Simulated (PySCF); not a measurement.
# C₅H₁₂OSi: NMR shifts and electronic excitations in gas and solvents, part 2 of 2

PySCF 2.14.0. Atoms count from 0. The steps go on from the part before.

## (5) Ultraviolet spectrum: PBE0/def2-SVPD

Job settings and geometry (Å):

```
{"job": {"kind": "uv", "xc": "PBE0", "basis": "def2-SVPD", "dynamic": true, "nstates": 6, "ntriplets": 0}, "charge": 0, "multiplicity": 1}
O      2.834393     1.052507     0.194009
Si     2.005715    -0.397146     0.125661
C      0.170158    -0.199947     0.467628
C     -0.540637     0.786966    -0.502670
C     -1.745429     0.018315    -1.073154
C     -2.011542    -1.092493    -0.061338
C     -0.604647    -1.528389     0.339226
H      2.797838     1.528087     1.028314
H      2.584117    -1.395259     1.085835
H      2.195711    -0.883405    -1.271549
H      0.051890     0.166548     1.502890
H     -0.868079     1.684244     0.044656
H      0.118942     1.149303    -1.307930
H     -2.617733     0.664657    -1.253207
H     -1.476121    -0.432839    -2.042670
H     -2.626648    -1.912207    -0.463751
H     -2.538498    -0.686361     0.819661
H     -0.180562    -2.156244    -0.466328
H     -0.572289    -2.128517     1.260940
```

Level: TDDFT PBE0/def2-SVPD, vertical, gas phase, core orbitals frozen in the response.

Output:

```text
coarse grid: 15584 points
cycle   1  E = -561.6128841860  dE =  5.752e-01  |g| = 7.230e-01  |ddm| = 6.072e+00
cycle   2  E = -561.4577408093  dE =  1.551e-01  |g| = 1.140e+00  |ddm| = 2.059e+00
cycle   3  E = -561.7222365129  dE = -2.645e-01  |g| = 8.896e-02  |ddm| = 1.195e+00
cycle   4  E = -561.7234638326  dE = -1.227e-03  |g| = 5.098e-02  |ddm| = 1.919e-01
cycle   5  E = -561.7241031830  dE = -6.394e-04  |g| = 7.370e-03  |ddm| = 8.588e-02
cycle   6  E = -561.7241160765  dE = -1.289e-05  |g| = 1.194e-03  |ddm| = 2.594e-02
cycle   7  E = -561.7241163704  dE = -2.939e-07  |g| = 5.651e-04  |ddm| = 3.222e-03
final grid: 143640 points
cycle   8  E = -561.8055316688  dE = -3.570e-05  |g| = 8.509e-03  |ddm| = 1.392e-01
cycle   9  E = -561.8055129748  dE =  1.869e-05  |g| = 1.233e-02  |ddm| = 2.764e-02
cycle  10  E = -561.8055498031  dE = -3.683e-05  |g| = 8.353e-04  |ddm| = 1.626e-02
cycle  11  E = -561.8055499348  dE = -1.318e-07  |g| = 2.889e-04  |ddm| = 1.424e-03
cycle  12  E = -561.8055499517  dE = -1.682e-08  |g| = 5.251e-05  |ddm| = 5.773e-04
cycle  13  E = -561.8055499522  dE = -5.587e-10  |g| = 1.754e-05  |ddm| = 1.701e-04
converged SCF energy = -561.8055499522

Static polarisability (au): isotropic 87.428, principal 77.458 85.242 99.584

Singlet excitations
state   eV       nm        f      main configurations
  1   6.6732    185.8   0.00357   H->L 0.96
  2   7.3247    169.3   0.01215   H->L+1 0.92
  3   7.5457    164.3   0.00116   H-1->L 0.90
  4   8.0191    154.6   0.01757   H->L+2 0.79, H->L+3 0.13
  5   8.0546    153.9   0.01780   H->L+3 0.69, H->L+2 0.12
  6   8.1929    151.3   0.05868   H-2->L 0.51, H-3->L 0.24, H->L+3 0.10
```

Run time: 83 s. Hardware: 1 thread, shared host.

Frontier orbitals and where they lie:

| orbital | eV | atoms |
| --- | --- | --- |
| HOMO−3 | -9.28 | C6 21 %, C2 15 %, C5 15 % |
| HOMO−2 | -9.06 | C4 19 %, C5 13 %, H14 12 % |
| HOMO−1 | -8.73 | Si1 22 %, O0 21 %, H8 15 % |
| HOMO | -7.81 | C2 27 %, Si1 18 %, O0 15 % |
| LUMO | 0.13 | O0 26 %, Si1 25 %, H7 16 % |
| LUMO+1 | 0.65 | C6 10 %, C5 9 %, Si1 9 % |
| LUMO+2 | 1.28 | Si1 17 %, H10 10 %, H9 10 % |

With each of the 6 states as a Gaussian band of 0.4 eV half-width at 1/e, the curve within the window shown has maxima at 152 nm (ε 3,700) L/(mol cm). Beyond the last state computed it falls off for lack of states. The curve at chosen wavelengths:

```tsv
nm	ε (L/mol/cm)
146	1746
148	2611
151	3559
153	3669
155	3340
158	2388
160	1747
162	1254
165	837
167	707
169	629
172	525
174	450
176	376
178	312
181	242
183	211
185	188
188	157
190	135
192	113
195	79
197	60
199	43
202	24
204	16
```

Ground-state properties from the same run:

| property | computed |
| --- | --- |
| dipole moment (D) | 1.96 |
| polarisability (Å³) | 12.96 |
| HOMO–LUMO gap (eV) | 7.95 |
| −ε(HOMO) (eV) | 7.81 |
| C6 with itself (au) | 3211 |

## (6) Excited states and response: PBE0/def2-SVPD in acetone

Same as in step 5 but for these lines:

```diff
@@ -1,2 +1,2 @@
-{"job": {"kind": "uv", "xc": "PBE0", "basis": "def2-SVPD", "dynamic": true, "nstates": 6, "ntriplets": 0}, "charge": 0, "multiplicity": 1}
+{"job": {"kind": "uv", "xc": "PBE0", "basis": "def2-SVPD", "solvent": "acetone", "nstates": 6, "ntriplets": 0}, "charge": 0, "multiplicity": 1}
 O      2.834393     1.052507     0.194009
```

With the program's defaults for keys left out, this is: TDDFT PBE0/def2-SVPD, vertical, IEF-PCM acetone (non-equilibrium linear response), core orbitals frozen in the response.

Output:

```text
coarse grid: 15584 points
cycle   1  E = -561.6253365006  dE =  5.633e-01  |g| = 7.083e-01  |ddm| = 6.076e+00
cycle   2  E = -561.4947959817  dE =  1.305e-01  |g| = 1.078e+00  |ddm| = 2.095e+00
cycle   3  E = -561.7293426498  dE = -2.345e-01  |g| = 8.138e-02  |ddm| = 1.182e+00
cycle   4  E = -561.7303349440  dE = -9.923e-04  |g| = 4.603e-02  |ddm| = 1.753e-01
cycle   5  E = -561.7308606713  dE = -5.257e-04  |g| = 5.784e-03  |ddm| = 7.686e-02
cycle   6  E = -561.7308682975  dE = -7.626e-06  |g| = 1.027e-03  |ddm| = 2.053e-02
final grid: 143640 points
cycle   7  E = -561.8122380317  dE = -3.523e-05  |g| = 8.675e-03  |ddm| = 1.388e-01
cycle   8  E = -561.8122197627  dE =  1.827e-05  |g| = 1.245e-02  |ddm| = 2.981e-02
cycle   9  E = -561.8122568453  dE = -3.708e-05  |g| = 7.808e-04  |ddm| = 1.705e-02
cycle  10  E = -561.8122569595  dE = -1.142e-07  |g| = 2.601e-04  |ddm| = 1.180e-03
cycle  11  E = -561.8122569732  dE = -1.366e-08  |g| = 4.372e-05  |ddm| = 5.224e-04
cycle  12  E = -561.8122569736  dE = -4.070e-10  |g| = 1.273e-05  |ddm| = 1.500e-04
converged SCF energy = -561.8122569736

Static polarisability (au): isotropic 117.413, principal 109.514 116.434 126.290

Singlet excitations
state   eV       nm        f      main configurations
  1   6.7686    183.2   0.00143   H->L 0.96
  2   7.3808    168.0   0.01810   H->L+1 0.95
  3   7.7009    161.0   0.00352   H-1->L 0.82, H-2->L 0.09
  4   8.0144    154.7   0.07430   H->L+2 0.93
  5   8.1122    152.8   0.03317   H->L+3 0.81, H->L+4 0.08
  6   8.2353    150.6   0.11334   H-2->L 0.29, H->L+4 0.16, H-1->L+1 0.13
```

It took 62 s on 1 thread, shared host.

Key values: HOMO -7.70 eV, LUMO 0.34 eV; lowest singlet 6.77 eV.

## (7) Ultraviolet spectrum: PBE0/def2-SVPD in dimethylsulfoxide

Same as in step 6 but for these lines:

```diff
@@ -1,2 +1,2 @@
-{"job": {"kind": "uv", "xc": "PBE0", "basis": "def2-SVPD", "solvent": "acetone", "nstates": 6, "ntriplets": 0}, "charge": 0, "multiplicity": 1}
+{"job": {"kind": "uv", "xc": "PBE0", "basis": "def2-SVPD", "solvent": "dimethylsulfoxide", "nstates": 6, "ntriplets": 0}, "charge": 0, "multiplicity": 1}
 O      2.834393     1.052507     0.194009
```

Level: TDDFT PBE0/def2-SVPD, vertical, IEF-PCM dimethylsulfoxide (non-equilibrium linear response), core orbitals frozen in the response.

Output:

```text
coarse grid: 15584 points
cycle   1  E = -561.6258999465  dE =  5.627e-01  |g| = 7.077e-01  |ddm| = 6.077e+00
cycle   2  E = -561.4962012866  dE =  1.297e-01  |g| = 1.076e+00  |ddm| = 2.097e+00
cycle   3  E = -561.7296952382  dE = -2.335e-01  |g| = 8.123e-02  |ddm| = 1.182e+00
cycle   4  E = -561.7306843376  dE = -9.891e-04  |g| = 4.587e-02  |ddm| = 1.752e-01
cycle   5  E = -561.7312066892  dE = -5.224e-04  |g| = 5.723e-03  |ddm| = 7.664e-02
cycle   6  E = -561.7312141479  dE = -7.459e-06  |g| = 1.023e-03  |ddm| = 2.036e-02
final grid: 143640 points
cycle   7  E = -561.8125816544  dE = -3.528e-05  |g| = 8.663e-03  |ddm| = 1.388e-01
cycle   8  E = -561.8125635657  dE =  1.809e-05  |g| = 1.241e-02  |ddm| = 2.982e-02
cycle   9  E = -561.8126004228  dE = -3.686e-05  |g| = 7.810e-04  |ddm| = 1.703e-02
cycle  10  E = -561.8126005372  dE = -1.144e-07  |g| = 2.591e-04  |ddm| = 1.177e-03
cycle  11  E = -561.8126005507  dE = -1.355e-08  |g| = 4.354e-05  |ddm| = 5.214e-04
cycle  12  E = -561.8126005511  dE = -4.056e-10  |g| = 1.270e-05  |ddm| = 1.498e-04
converged SCF energy = -561.8126005511

Static polarisability (au): isotropic 119.261, principal 111.832 118.327 127.624

Singlet excitations
state   eV       nm        f      main configurations
  1   6.7693    183.2   0.00136   H->L 0.96
  2   7.3807    168.0   0.01944   H->L+1 0.95
  3   7.7029    161.0   0.00399   H-1->L 0.81, H-2->L 0.10
  4   8.0068    154.8   0.08555   H->L+2 0.93
  5   8.1125    152.8   0.03599   H->L+3 0.81, H->L+4 0.09
  6   8.2293    150.7   0.11392   H-2->L 0.26, H->L+4 0.20, H-1->L+1 0.13
```

Run time: 59 s. Hardware: 1 thread, shared host.

In short: HOMO -7.70 eV, LUMO 0.34 eV; lowest singlet 6.77 eV.

## (8) Side by side: NMR shifts

Shifts (ppm) of some atoms, chosen among heavy atoms and hydrogens apart, means over like atoms, with basis size and wall time:

| run | C4 | C3 | C2 | H7 | H10 | O0 | Si1 | functions | time |
| --- | --- | --- | --- | --- | --- | --- | --- | --- | --- |
| PBE0/pcSseg-1 in acetone | 30.8 | 28.6 | 25.5 | 1.32 | 1.20 | 24.9 | -5.2 | 186 | 48 s |
| PBE0/pcSseg-1 in dimethylsulfoxide | 30.8 | 28.7 | 25.5 | 1.37 | 1.22 | 25.0 | -5.1 | 186 | 45 s |

The continuum's effect on the ground state:

| solvent | ε | polarisation energy (Eh) | μ (D) |
| --- | --- | --- | --- |
| acetone | 20.49 | -0.0077 | 2.49 |
| dimethylsulfoxide | 46.83 | -0.0082 | 2.52 |

## (9) Run by run: electronic excitations

Excitations and ground-state properties, with basis size and wall time:

| run | lowest singlet (eV) | brightest (eV) | f | gap (eV) | α (Å³) | μ (D) | functions | time |
| --- | --- | --- | --- | --- | --- | --- | --- | --- |
| PBE0/def2-SVPD | 6.67 | 8.19 | 0.059 | 7.95 | 12.96 | 1.96 | 243 | 83 s |
| PBE0/def2-SVPD in acetone | 6.77 | 8.24 | 0.113 | 8.04 | 17.40 | 2.55 | 243 | 62 s |
| PBE0/def2-SVPD in dimethylsulfoxide | 6.77 | 8.23 | 0.114 | 8.04 | 17.67 | 2.59 | 243 | 59 s |

The continuum's effect on the ground state:

| solvent | ε | polarisation energy (Eh) | μ (D) |
| --- | --- | --- | --- |
| acetone | 20.49 | -0.0077 | 2.55 |
| dimethylsulfoxide | 46.83 | -0.0081 | 2.59 |

## (10) Summary of results

What follows sums up all 2 parts.

| quantity | value |
| --- | --- |
| point group | C1 |
| rotational constants (main isotopes) | 4.76, 1.24, 1.07 GHz |
| ¹³C shifts against TMS (PBE0/pcSseg-1, acetone, means over atoms taken as alike) | 30.8, 28.6, 25.5 ppm |
| ¹H shifts against TMS (PBE0/pcSseg-1, acetone, means over atoms taken as alike) | 4.61, 1.63, 1.49, 1.46, 1.32, 1.24, 1.20 ppm |
| ¹⁷O shifts against H2O (PBE0/pcSseg-1, acetone) | 24.9 ppm |
| ²⁹Si shifts against TMS (PBE0/pcSseg-1, acetone) | -5.2 ppm |
| lowest singlet (PBE0/def2-SVPD) | 6.67 eV (186 nm), f = 0.004 |
| brightest single state of those computed | state 6, 8.19 eV, f = 0.059 |
| range of the shift of O0 | 24.9 to 25.0 ppm |
| range of the lowest singlet | 6.67 to 6.77 eV |

**Reading.** The optimisation took 4 steps and gained 0.124 eV; among the close pairs (by a distance rule), O0–Si1 changed most, from 1.628 to 1.671 Å. At PBE0/pcSseg-1: The widest tensor belongs to Si1: span 110 ppm, with a paramagnetic part of -522 ppm. The first singlet state (HOMO→LUMO 0.96) lies at 6.67 eV and is weak; of the 6 states computed, the strongest absorption comes from state 6 at 8.19 eV (the last computed, so partners may be missing). States above −ε(HOMO) lie where TDDFT describes them poorly and they hang on the basis; the brightest is among them. In ppm, O0 moves most: its shift spreads over 0.1 ppm, from 24.9 (PBE0/pcSseg-1 in acetone) to 25.0 (PBE0/pcSseg-1 in dimethylsulfoxide). The continuum holds electrostatics alone: no hydrogen bonds to the solvent, and the gas-phase geometry is kept. The lowest singlet runs from 6.67 eV (PBE0/def2-SVPD) to 6.77 eV (PBE0/def2-SVPD in dimethylsulfoxide), while the orbital gap spans 7.95 to 8.04 eV. The lowest state need not be the same one in every run.
